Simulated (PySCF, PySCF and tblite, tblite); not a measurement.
# C7H9N: conformers and averaged spectra

Which conformers does C7H9N (`Cc1ccccc1N`) populate, and what do their averaged NMR parameters look like?

Programs: PySCF 2.14.0 with density-fitted response routines of our own, and tblite 0.8.0. All values are computed, except where a source is named. Atoms count from 0 throughout.

### Step 1. The molecule as given

17 atoms, charge 0, multiplicity 1; geometry from: MMFF94s geometry.

Bonds of the start (Å): C0–C1 1.49, C0–H10 1.10, C0–H8 1.10, C0–H9 1.10, C1–C2 1.42, C1–C6 1.41, C2–C3 1.39, C2–H11 1.09, C3–C4 1.38, C3–H12 1.09, C4–C5 1.40, C4–H13 1.09, C5–C6 1.40, C5–H14 1.10, C6–N7 1.39, N7–H15 1.00, N7–H16 1.01.

### Step 2. GFN2-xTB relaxation, conformer 1

What the job is given:

```
{"job": {"xc": "GFN2-xTB", "basis": "xTB", "kind": "relax"}, "charge": 0, "multiplicity": 1}
C     -2.069600    -0.517700     0.309900
C     -0.588700    -0.374000     0.204500
C      0.213600    -1.545200     0.164100
C      1.592900    -1.452400     0.073300
C      2.209900    -0.216700     0.067800
C      1.431700     0.944700     0.109200
C      0.039200     0.885300     0.169500
N     -0.680200     2.065800     0.260600
H     -2.381800    -1.568400     0.343400
H     -2.449400    -0.038200     1.229400
H     -2.560900    -0.057900    -0.561500
H     -0.267500    -2.526200     0.186400
H      2.186200    -2.365100     0.053200
H      3.297800    -0.143800     0.004600
H      1.934600     1.918200     0.104500
H     -0.220900     2.951900     0.169800
H     -1.694000     2.051600     0.227200
```

Run with:

```console
$ OMP_NUM_THREADS=1 python ens_run.py task.json out
```

The driver reads the study from task.json and runs its stages one after another.

Output:

```text
step      E/eV     max force
  0    -611.76671    1.474
  1    -611.80832    0.532
  2    -611.82289    0.309
  3    -611.83443    0.269
  4    -611.83889    0.145
  5    -611.84130    0.143
  6    -611.84403    0.169
  7    -611.84768    0.220
  8    -611.85086    0.192
  9    -611.85331    0.159
 10    -611.85615    0.193
 11    -611.86000    0.244
 12    -611.86402    0.263
 13    -611.86705    0.142
 14    -611.86820    0.072
 15    -611.86886    0.087
 16    -611.86952    0.083
 17    -611.87002    0.092
 18    -611.87032    0.038
 19    -611.87032    0.038
 20    -611.87044    0.032
 21    -611.87083    0.037
 22    -611.87097    0.033
 23    -611.87121    0.035
 24    -611.87139    0.038
 25    -611.87161    0.038
 26    -611.87178    0.036
 27    -611.87193    0.030
 28    -611.87210    0.034
 29    -611.87229    0.042
 30    -611.87246    0.034
 31    -611.87261    0.027
 32    -611.87273    0.030
 33    -611.87284    0.027
 34    -611.87293    0.022
 35    -611.87297    0.014
 36    -611.87299    0.013
 37    -611.87302    0.016
 38    -611.87306    0.016
 39    -611.87310    0.015
 40    -611.87314    0.011
 41    -611.87316    0.014
 42    -611.87318    0.017
 43    -611.87321    0.014
 44    -611.87325    0.018
 45    -611.87328    0.020
 46    -611.87331    0.018
 47    -611.87333    0.011
 48    -611.87335    0.008
 49    -611.87336    0.008
 50    -611.87337    0.009
 51    -611.87338    0.009
 52    -611.87339    0.007
 53    -611.87340    0.005
 54    -611.87340    0.005
 55    -611.87341    0.006
 56    -611.87341    0.004
 57    -611.87341    0.003
```

Wall time 0.27 s (1 thread of Arm Neoverse V2, shared host).

Gain 0.107 eV; displacement 0.07 Å root mean square.

### Step 3. Shieldings, conformer 1: PBE0/pcSseg-1 in chloroform

What the job is given:

```
{"job": {"xc": "PBE0", "basis": "pcSseg-1", "solvent": "chloroform", "kind": "nmr", "pop": true}, "charge": 0, "multiplicity": 1}
C     -2.071386    -0.496019     0.331362
C     -0.577182    -0.389554     0.231619
C      0.210480    -1.525286     0.150695
C      1.590582    -1.446144     0.067912
C      2.201115    -0.204937     0.066358
C      1.434165     0.941161     0.140407
C      0.044972     0.868134     0.222742
N     -0.699504     2.027316     0.369767
H     -2.375557    -1.539039     0.362155
H     -2.430726    -0.003283     1.234643
H     -2.555596    -0.027418    -0.527783
H     -0.267876    -2.494881     0.154315
H      2.182563    -2.346817     0.007090
H      3.276582    -0.126275     0.002963
H      1.907992     1.913396     0.137044
H     -0.222900     2.876890     0.110692
H     -1.654722     1.984789     0.053896
```

Output:

```text
coarse grid: 14248 points
cycle   1  E = -326.4007724849  dE =  1.354e+00  |g| = 4.367e-01  |ddm| = 4.017e+00
cycle   2  E = -326.4039298255  dE = -3.157e-03  |g| = 4.417e-01  |ddm| = 9.223e-01
cycle   3  E = -326.4523929769  dE = -4.846e-02  |g| = 5.178e-02  |ddm| = 4.132e-01
cycle   4  E = -326.4527591684  dE = -3.662e-04  |g| = 3.526e-02  |ddm| = 7.854e-02
cycle   5  E = -326.4530927039  dE = -3.335e-04  |g| = 4.889e-03  |ddm| = 4.132e-02
cycle   6  E = -326.4530977281  dE = -5.024e-06  |g| = 2.041e-03  |ddm| = 5.698e-03
final grid: 137800 points
cycle   7  E = -326.4985252199  dE = -4.682e-05  |g| = 8.886e-03  |ddm| = 5.288e-02
cycle   8  E = -326.4985222479  dE =  2.972e-06  |g| = 9.826e-03  |ddm| = 1.717e-02
cycle   9  E = -326.4985442048  dE = -2.196e-05  |g| = 1.184e-03  |ddm| = 8.614e-03
cycle  10  E = -326.4985445500  dE = -3.452e-07  |g| = 2.749e-04  |ddm| = 1.306e-03
cycle  11  E = -326.4985445675  dE = -1.755e-08  |g| = 9.705e-05  |ddm| = 2.895e-04
cycle  12  E = -326.4985445697  dE = -2.140e-09  |g| = 2.580e-05  |ddm| = 1.134e-04
cycle  13  E = -326.4985445698  dE = -1.554e-10  |g| = 5.464e-06  |ddm| = 2.867e-05
converged SCF energy = -326.4985445698

GIAO shielding tensors (ppm)
atom      isotropic    diamagn.    paramagn.     s11        s22        s33       span
  0 C      167.245     245.856     -78.611    155.530    159.796    186.409     30.880
  1 C       61.678     260.698    -199.020    -22.393     34.783    172.645    195.038
  2 C       51.045     251.228    -200.183    -54.034     49.120    158.049    212.083
  3 C       65.478     254.266    -188.788    -38.219     57.672    176.980    215.199
  4 C       54.245     253.893    -199.648    -55.799     42.368    176.166    231.965
  5 C       69.496     253.797    -184.300    -19.135     64.169    163.455    182.591
  6 C       35.571     251.749    -216.178    -54.593      9.551    151.755    206.348
  7 N      192.528     319.480    -126.952    162.293    181.941    233.348     71.055
  8 H       29.345      29.501      -0.156     24.111     28.685     35.239     11.128
  9 H       29.448      29.034       0.413     24.948     28.061     35.334     10.387
 10 H       29.490      29.581      -0.091     24.966     27.904     35.602     10.636
 11 H       24.232      32.451      -8.220     20.561     23.852     28.281      7.720
 12 H       24.782      30.686      -5.904     21.447     26.036     26.863      5.416
 13 H       24.281      30.248      -5.968     21.034     25.116     26.691      5.657
 14 H       24.768      31.913      -7.145     20.777     24.923     28.603      7.826
 15 H       27.834      31.698      -3.865     20.633     26.408     36.460     15.827
 16 H       28.064      33.063      -4.999     20.187     28.449     35.554     15.367
```

It took 20 s on 1 thread of Arm Neoverse V2, shared host; peak memory 0.92 GiB.

Key values: HOMO -5.86 eV, LUMO 0.09 eV; dipole 2.32 D.

### Step 4. Couplings, conformer 1: B3LYP/6-31G*+pcJ-1

Changed since step 3:

```diff
@@ -1,2 +1,2 @@
-{"job": {"xc": "PBE0", "basis": "pcSseg-1", "solvent": "chloroform", "kind": "nmr", "pop": true}, "charge": 0, "multiplicity": 1}
+{"job": {"xc": "B3LYP", "basis": {"default": "6-31G*", "H": "pcJ-1"}, "nuclei": ["H", "F", "P", "Si", "B"], "kind": "j"}, "charge": 0, "multiplicity": 1}
 C     -2.071386    -0.496019     0.331362
```

Output:

```text
coarse grid: 14248 points
cycle   1  E = -326.9174060730  dE =  1.303e+00  |g| = 5.291e-01  |ddm| = 3.950e+00
cycle   2  E = -326.9047252775  dE =  1.268e-02  |g| = 5.810e-01  |ddm| = 1.193e+00
cycle   3  E = -326.9940688193  dE = -8.934e-02  |g| = 7.139e-02  |ddm| = 6.578e-01
cycle   4  E = -326.9948792661  dE = -8.104e-04  |g| = 4.588e-02  |ddm| = 1.175e-01
cycle   5  E = -326.9954772785  dE = -5.980e-04  |g| = 6.594e-03  |ddm| = 5.594e-02
cycle   6  E = -326.9954871492  dE = -9.871e-06  |g| = 2.801e-03  |ddm| = 8.698e-03
final grid: 137800 points
cycle   7  E = -326.9311700604  dE = -4.662e-05  |g| = 8.343e-03  |ddm| = 4.271e-02
cycle   8  E = -326.9311601783  dE =  9.882e-06  |g| = 1.063e-02  |ddm| = 1.658e-02
cycle   9  E = -326.9311865361  dE = -2.636e-05  |g| = 1.577e-03  |ddm| = 1.027e-02
cycle  10  E = -326.9311872150  dE = -6.789e-07  |g| = 3.470e-04  |ddm| = 1.976e-03
cycle  11  E = -326.9311872434  dE = -2.840e-08  |g| = 1.461e-04  |ddm| = 4.342e-04
cycle  12  E = -326.9311872487  dE = -5.326e-09  |g| = 2.486e-05  |ddm| = 1.659e-04
cycle  13  E = -326.9311872489  dE = -1.265e-10  |g| = 1.127e-05  |ddm| = 3.501e-05
converged SCF energy = -326.9311872489

Indirect spin-spin couplings (Hz)
  i      j    bonds     total        FC       PSO       DSO        SD
  8 H    9 H    2    -14.229   -13.779     2.046    -2.496         -
  8 H   10 H    2    -14.724   -14.313     2.032    -2.443         -
  8 H   11 H    4      0.246    -0.406    -1.335     1.988         -
  8 H   13 H    6     -0.432    -0.038     0.759    -1.153         -
  8 H   14 H    5      0.190     0.649     0.943    -1.402         -
  8 H   15 H    5     -0.330     0.234     1.274    -1.838         -
  8 H   16 H    5     -0.560    -0.283     0.727    -1.005         -
  9 H   10 H    2    -16.104   -15.802     2.087    -2.389         -
  9 H   11 H    4     -1.361    -1.041     0.712    -1.031         -
  9 H   12 H    5      0.171     0.566     0.787    -1.181         -
  9 H   13 H    6     -1.313    -0.920     0.740    -1.134         -
  9 H   15 H    5     -0.474    -0.028     1.087    -1.533         -
  9 H   16 H    5      0.916     0.280    -1.255     1.890         -
 10 H   11 H    4     -1.437    -1.145     0.644    -0.935         -
 10 H   12 H    5      0.220     0.609     0.773    -1.162         -
 10 H   13 H    6     -1.393    -1.001     0.739    -1.131         -
 10 H   16 H    5      0.754    -0.117    -1.927     2.798         -
 11 H   12 H    3      8.362     8.552     0.138    -0.328         -
 11 H   13 H    4      0.563     1.216     1.205    -1.858         -
 11 H   14 H    5     -0.270     0.387     1.206    -1.863         -
 11 H   15 H    5      0.236     0.766     1.084    -1.613         -
 11 H   16 H    5     -0.220     0.128     0.762    -1.109         -
 12 H   13 H    3      8.430     8.663     0.228    -0.461         -
 12 H   14 H    4      0.327     0.987     1.193    -1.854         -
 12 H   15 H    6     -0.467    -0.030     0.861    -1.299         -
 12 H   16 H    6     -0.629    -0.163     0.860    -1.325         -
 13 H   14 H    3      8.771     8.971     0.124    -0.324         -
 13 H   15 H    5     -0.171     0.109     0.598    -0.878         -
 14 H   15 H    4      0.371    -0.306    -1.318     1.994         -
 14 H   16 H    4     -0.637     0.050     1.351    -2.038         -
 15 H   16 H    2     -1.086    -0.717     4.734    -5.104         -
```

Run time: 24 s. Hardware: 1 thread of Arm Neoverse V2, shared host; peak memory 0.96 GiB.

Key values: HOMO -5.28 eV, LUMO 0.42 eV; dipole 1.76 D.

[end of part 1 of 2]
